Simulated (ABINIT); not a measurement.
# TaAs (I4_1md) in ABINIT: reference runs

Aim: a first look at TaAs with PBEsol, on the cell as given.

Everything below comes from runs of ABINIT 10.8.3 (patched build). Logs are shortened: lines on timing, memory, paths and dates and some standing lists are left out, and cuts for length are marked. The log counts tension as positive stress, the text compression.

## 1. Starting point

Symmetry: I4_1md, No. 109, tetragonal system. Conventional cell: a = 3.444 Å, b = 3.444 Å, c = 11.736 Å, α = 90.00°, β = 90.00°, γ = 90.00°. Ta (site symmetry 2mm) has 6 As at 2.61 to 2.62 Å as nearest neighbours. As (site symmetry 2mm) has 6 Ta at 2.61 to 2.62 Å as nearest neighbours.

The cell is a database's computed one.

## 2. Single point, PBEsol

run.abi reads:

```
pp_dirpath "./"
pseudos "Ta.GGA_PBE-JTH.xml, As.GGA_PBE-JTH.xml"

acell 12.0056399783 12.0056399783 12.0056399783
rprim
    -0.2710189293     0.2710189293     0.9236327625
     0.2710189293    -0.2710189293     0.9236327625
     0.2710189293     0.2710189293    -0.9236327625
ntypat 2
znucl 73 33
natom 4
typat 1 1 2 2
xred
     0.4999673000     0.4999673000     0.0000000000
     0.2499673000     0.7499673000     0.5000000000
     0.0826321200     0.0826321200     0.0000000000
     0.8326321200     0.3326321200     0.5000000000

ecut 517.016339 eV
pawecutdg 38.0
pawxcdev 0

kptopt 1
ngkpt 11 11 11
nshiftk 1
shiftk 0.0 0.0 0.0

ixc -116133

nband 34
occopt 3
tsmear 0.05 eV

nstep 100
tolvrs 1.0e-9

iomode 3
prtwf 0
prtden 0
prteig 0
prtebands 0
enunit 2
```

Potentials or basis: JTH PAW PBE v2.0.

Run with:

```
$ abinit run.abi > log 2>&1
```

run.abo:

```text
.Version 10.8.3 of ABINIT
 Symmetries : space group I4_1 m d (#109); Bravais tI (body-center tetrag.)
================================================================================
 Values of the parameters that define the memory need of the present run
     intxc =       0    ionmov =       0      iscf =      17    lmnmax =      18
     lnmax =       6     mgfft =      48  mpssoang =       3    mqgrid =    3001
     natom =       4  nloc_mem =       2    nspden =       1   nspinor =       1
    nsppol =       1      nsym =       8    n1xccc =       1    ntypat =       2
    occopt =       3   xclevel =       2
       mpw =        1883          nfft =      110592          nkpt =         126
 PAW method is used; the additional fine FFT grid is defined by:
   mgfftf=        72    nfftf =    373248
================================================================================
================================================================================

--------------------------------------------------------------------------------
------------- Echo of variables that govern the present computation ------------
--------------------------------------------------------------------------------
 -outvars: echo values of preprocessed input variables --------
            acell      1.2005639978E+01  1.2005639978E+01  1.2005639978E+01 Bohr
              amu      1.80947900E+02  7.49215900E+01
             ecut      1.90000000E+01 Hartree
           enunit           2
                       outvar_i_n : Printing only first  50 k-points.
              ixc     -116133
                       outvar_i_n : Printing only first  50 k-points.
         kptrlatt       11    0    0      0   11    0      0    0   11
          kptrlen      7.15826252E+01
            natom           4
            nband          34
            ngfft          48      48      48
          ngfftdg          72      72      72
             nkpt         126
            nstep         100
             nsym           8
           ntypat           2
                       prtocc : prtvol=0, do not print more k-points.
           occopt           3
        pawecutdg      3.80000000E+01 Hartree
         pawxcdev           0
           prtden           0
        prtebands           0
           prteig           0
            prtwf           0
            rprim     -2.7101892930E-01  2.7101892930E-01  9.2363276250E-01
                       2.7101892930E-01 -2.7101892930E-01  9.2363276250E-01
                       2.7101892930E-01  2.7101892930E-01 -9.2363276250E-01
          spgroup         109
           tolvrs      1.00000000E-09
           tsmear      1.83746611E-03 Hartree
            typat      1  1  2  2
           useylm           1
                       outvars : Printing only first  50 k-points.
           xangst     -1.2176748481E-16  1.7316333651E-16  5.8675577688E+00
                       1.7218133611E+00  0.0000000000E+00  2.9335870027E+00
                       1.1224381219E-17 -2.7299293112E-18  9.6976089769E-01
                      -1.1750094465E-16  1.7218133611E+00  3.9037316638E+00
            xcart     -2.3010719732E-16  3.2723128105E-16  1.1088077211E+01
                       3.2537556925E+00  0.0000000000E+00  5.5436760017E+00
                       2.1211006437E-17 -5.1588187413E-18  1.8325825042E+00
                      -2.2204460493E-16  3.2537556925E+00  7.3769837136E+00
             xred      4.9996730000E-01  4.9996730000E-01  1.4924919524E-17
                       2.4996730000E-01  7.4996730000E-01  5.0000000000E-01
                       8.2632120000E-02  8.2632120000E-02  2.4667168055E-18
                       8.3263212000E-01  3.3263212000E-01  5.0000000000E-01
            znucl       73.00000   33.00000

================================================================================

 chkinp: Checking input parameters for consistency.

================================================================================
== DATASET  1 ==================================================================

--- !DatasetInfo
iteration_state: {dtset: 1, }
dimensions: {natom: 4, nkpt: 126, mband: 34, nsppol: 1, nspinor: 1, nspden: 1, mpw: 1883, }
cutoff_energies: {ecut:  19.0, pawecutdg:  38.0, }
electrons: {nelect:   5.60000000E+01, charge:   0.00000000E+00, occopt:   3.00000000E+00, tsmear:   1.83746611E-03, }
meta: {optdriver: 0, ionmov: 0, optcell: 0, iscf: 17, paral_kgb: 0, }
...

 Real(R)+Recip(G) space primitive vectors, cartesian coordinates (Bohr,Bohr^-1):
 R(1)= -3.2537557  3.2537557 11.0888024  G(1)=  0.0000000  0.1536686  0.0450905
 R(2)=  3.2537557 -3.2537557 11.0888024  G(2)=  0.1536686  0.0000000  0.0450905
[... 110 lines left out ...]

 ----iterations are completed or convergence reached----

 Mean square residual over all n,k,spin=   38.636E-08; max=  34.478E-05
 reduced coordinates (array xred) for    4 atoms
       0.499967300000      0.499967300000      0.000000000000
       0.249967300000      0.749967300000      0.500000000000
       0.082632120000      0.082632120000      0.000000000000
       0.832632120000      0.332632120000      0.500000000000
 rms dE/dt=  4.9675E-03; max dE/dt=  4.9732E-03; dE/dt below (all hartree)
    1      -0.004961759109     -0.004961759109      0.004961759109
    2      -0.004961759109     -0.004961759109      0.004961759109
    3       0.004973179638      0.004973179638     -0.004973179638
    4       0.004973179638      0.004973179638     -0.004973179638

 cartesian coordinates (angstrom) at end:
    1     -0.00000000000000     0.00000000000000     5.86755776884495
    2      1.72181336113830     0.00000000000000     2.93358700273437
    3      0.00000000000000    -0.00000000000000     0.96976089768697
    4     -0.00000000000000     1.72181336113830     3.90373166379755

 cartesian forces (hartree/bohr) at end:
    1      0.00000000000000    -0.00000000000000     0.00044797167324
    2      0.00000000000000    -0.00000000000000     0.00044797167324
    3     -0.00000000000000     0.00000000000000    -0.00044797167324
    4     -0.00000000000000    -0.00000000000000    -0.00044797167324
 frms,max,avg= 2.5863657E-04 4.4797167E-04   0.000E+00  0.000E+00 -5.150E-07 h/b

 cartesian forces (eV/Angstrom) at end:
    1      0.00000000000000    -0.00000000000000     0.02303562962429
    2      0.00000000000000    -0.00000000000000     0.02303562962429
    3     -0.00000000000000     0.00000000000000    -0.02303562962429
    4     -0.00000000000000    -0.00000000000000    -0.02303562962429
 frms,max,avg= 1.3299627E-02 2.3035630E-02   0.000E+00  0.000E+00 -2.648E-05 e/A
 length scales= 12.005639978300 12.005639978300 12.005639978300 bohr
              =  6.353111074512  6.353111074512  6.353111074512 angstroms
 Fermi (or HOMO) energy (hartree) =   0.18783   Average Vxc (hartree)=  -0.43637
 Eigenvalues (hartree) for nkpt= 126  k points:
 kpt#   1, nband= 34, wtk=  0.00075, kpt=  0.0000  0.0000  0.0000 (reduced coord)
  -2.32459   -2.32422   -1.12276   -1.12276   -1.12167   -1.12140   -1.12101   -1.12101
  -1.12083   -1.12077   -1.12073   -1.12052   -1.09539   -1.09289   -1.09289   -1.08830
  -1.08830   -1.08631   -0.32674   -0.23463   -0.06886    0.07327    0.09732    0.09732
   0.10143    0.11598    0.12812    0.12812    0.22182    0.24598    0.27311    0.30189
   0.30189    0.31130
      occupation numbers for kpt#   1
   2.00000    2.00000    2.00000    2.00000    2.00000    2.00000    2.00000    2.00000
   2.00000    2.00000    2.00000    2.00000    2.00000    2.00000    2.00000    2.00000
   2.00000    2.00000    2.00000    2.00000    2.00000    2.00000    2.00000    2.00000
   2.00000    2.00000    2.00000    2.00000    0.00000    0.00000    0.00000    0.00000
   0.00000    0.00000
 prteigrs : prtvol=0 or 1, do not print more k-points.

 Fermi (or HOMO) energy (eV) =   5.11102   Average Vxc (eV)= -11.87435
 Eigenvalues (   eV  ) for nkpt= 126  k points:
 kpt#   1, nband= 34, wtk=  0.00075, kpt=  0.0000  0.0000  0.0000 (reduced coord)
 -63.25534  -63.24532  -30.55181  -30.55181  -30.52228  -30.51475  -30.50413  -30.50413
 -30.49939  -30.49782  -30.49653  -30.49101  -29.80696  -29.73904  -29.73904  -29.61416
 -29.61416  -29.56013   -8.89096   -6.38458   -1.87372    1.99373    2.64827    2.64827
   2.75997    3.15597    3.48623    3.48623    6.03596    6.69359    7.43173    8.21493
   8.21493    8.47092
 prteigrs : prtvol=0 or 1, do not print more k-points.

--- !EnergyTerms
iteration_state     : {dtset: 1, }
comment             : Components of total free energy in Hartree
kinetic             :  2.00888152281940E+01
hartree             :  7.62197803278298E+01
xc                  : -2.05610513810349E+01
Ewald energy        : -2.27827661951451E+02
psp_core            :  2.39329143140876E+01
local_psp           : -1.81367294266411E+02
PAW spherical_terms : -3.63222478048842E+01
internal            : -3.45836745533670E+02
'-kT*entropy'       : -1.73211348764948E-04
total_energy        : -3.45836918745018E+02
total_energy_eV     : -9.41070197409064E+03
...

--- !EnergyTermsDC
iteration_state     : {dtset: 1, }
comment             : '"Double-counting" decomposition of free energy'
band_energy         : -4.48023176042141E+01
Ewald energy        : -2.27827661951451E+02
psp_core            :  2.39329143140876E+01
xc_dc               : -8.30441160178357E+01
PAW spherical_terms : -1.40955688776594E+01
internal            : -3.45836750137072E+02
'-kT*entropy'       : -1.73211348764948E-04
total_energy_dc     : -3.45836923348421E+02
total_energy_dc_eV  : -9.41070209935560E+03
...

--- !EnergyTermsWithPAWCore
iteration_state     : {dtset: 1, }
comment             : 'Components of total free energy, including PAW core contributions'
Total energy        : -3.57195485943556E+04
Total energy DC     : -3.57195485989590E+04
Total energy (eV)   : -9.71978433333097E+05
Total energy DC (eV): -9.71978433458362E+05
...

 Cartesian components of stress tensor (hartree/bohr^3)
  sigma(1 1)=  1.19877164E-04  sigma(3 2)=  0.00000000E+00
  sigma(2 2)=  1.19877164E-04  sigma(3 1)=  0.00000000E+00
  sigma(3 3)=  1.41482496E-04  sigma(2 1)=  0.00000000E+00

-Cartesian components of stress tensor (GPa)         [Pressure= -3.7388E+00 GPa]
- sigma(1 1)=  3.52690794E+00  sigma(3 2)=  0.00000000E+00
- sigma(2 2)=  3.52690794E+00  sigma(3 1)=  0.00000000E+00
- sigma(3 3)=  4.16255874E+00  sigma(2 1)=  0.00000000E+00

== END DATASET(S) ==============================================================
================================================================================

 -outvars: echo values of variables after computation  --------
            acell      1.2005639978E+01  1.2005639978E+01  1.2005639978E+01 Bohr
           etotal     -3.4583692335E+02
            fcart      3.0197143074E-20 -1.0532812849E-19  4.4797167324E-04
                       5.3311182130E-21 -2.1773936099E-20  4.4797167324E-04
                      -1.7764130644E-20  1.7197124954E-19 -4.4797167324E-04
                      -1.7764130644E-20 -4.4869184956E-20 -4.4797167324E-04
            rprim     -2.7101892930E-01  2.7101892930E-01  9.2363276250E-01
                       2.7101892930E-01 -2.7101892930E-01  9.2363276250E-01
                       2.7101892930E-01  2.7101892930E-01 -9.2363276250E-01
           strten      1.1987716416E-04  1.1987716416E-04  1.4148249602E-04
                       0.0000000000E+00  0.0000000000E+00  0.0000000000E+00
           xangst     -1.2176748481E-16  1.7316333651E-16  5.8675577688E+00
                       1.7218133611E+00  0.0000000000E+00  2.9335870027E+00
                       1.1224381219E-17 -2.7299293112E-18  9.6976089769E-01
                      -1.1750094465E-16  1.7218133611E+00  3.9037316638E+00
             xred      4.9996730000E-01  4.9996730000E-01  1.4924919524E-17
                       2.4996730000E-01  7.4996730000E-01  5.0000000000E-01
                       8.2632120000E-02  8.2632120000E-02  2.4667168055E-18
                       8.3263212000E-01  3.3263212000E-01  5.0000000000E-01
 Calculation completed.
```

It took 12 min on 1 thread of Arm Neoverse V2, shared host; peak memory 0.44 GiB.

What came out:

| Property | Result |
| --- | --- |
| Free energy | -9410.7021 eV |
| Pressure | -3.7 GPa |
| Largest force | 0.023 eV/Å |
| Band gap on the k mesh | none (metal or under the smearing width) |
| Valence electrons inside the program's atomic spheres | Ta 10.56; As 12.82 |

Forces on the atoms (eV/Å):
```
Ta   0.000  0.000  0.023
Ta   0.000  0.000  0.023
As   0.000  0.000 -0.023
As   0.000  0.000 -0.023
```

Caveat: the PAW data sets were made with another functional, which shifts forces and pressure a little. The run has no spin-orbit coupling, so splittings on Ta are missing.
